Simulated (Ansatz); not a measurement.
# H3NSSn: the cost of one run

All numbers below are computed with Ansatz 0.2.0 (RHF/def2-SVP).

### 1 Starting point

Bond lengths: N1–Sn2 1.993 Å, Sn2–S3 2.396 Å, N1–H4 1.107 Å, N1–H5 1.069 Å, S3–H6 1.422 Å. Angles: N1–Sn2–S3 109.1°, Sn2–N1–H4 106.4°, Sn2–N1–H5 110.4°, H4–N1–H5 104.9°, Sn2–S3–H6 92.6°.

As a file:

```xyz
6

N    -1.2242    0.2262   -0.8488
Sn    0.3275   -0.8212   -0.1643
S     1.1433    0.2035    1.8423
H    -0.8423    1.2419   -1.0691
H    -1.5444   -0.1572   -1.7939
H     2.1821   -0.7571    1.9876
```

### 2 End point A

The input, input.yaml:

```yaml
crystal:
  periodic: [false, false, false]
  atoms:
    - { symbol: "N", position_ang: [-1.2242, 0.2262, -0.8488] }
    - { symbol: Sn, position_ang: [0.3275, -0.8212, -0.1643] }
    - { symbol: S, position_ang: [1.1433, 0.2035, 1.8423] }
    - { symbol: H, position_ang: [-0.8423, 1.2419, -1.0691] }
    - { symbol: H, position_ang: [-1.5444, -0.1572, -1.7939] }
    - { symbol: H, position_ang: [2.1821, -0.7571, 1.9876] }
basis:
  gaussian: { orbitals: def2-SVP }
hamiltonian:
  xc: hf
relax:
  f_tol: 0.015
  max_steps: 40
output:
  orbitals: {}
```

On the command line:

```bash
> ansatz run input.yaml --threads 1 --pin off --max-ram 2048MiB --backend cpu --events-out ev --progress --plain --runs-dir out
```

What time and memory should one allow on 1 thread of Arm Neoverse V2, shared host?

About 11 s, with a peak of 0.13 GiB.
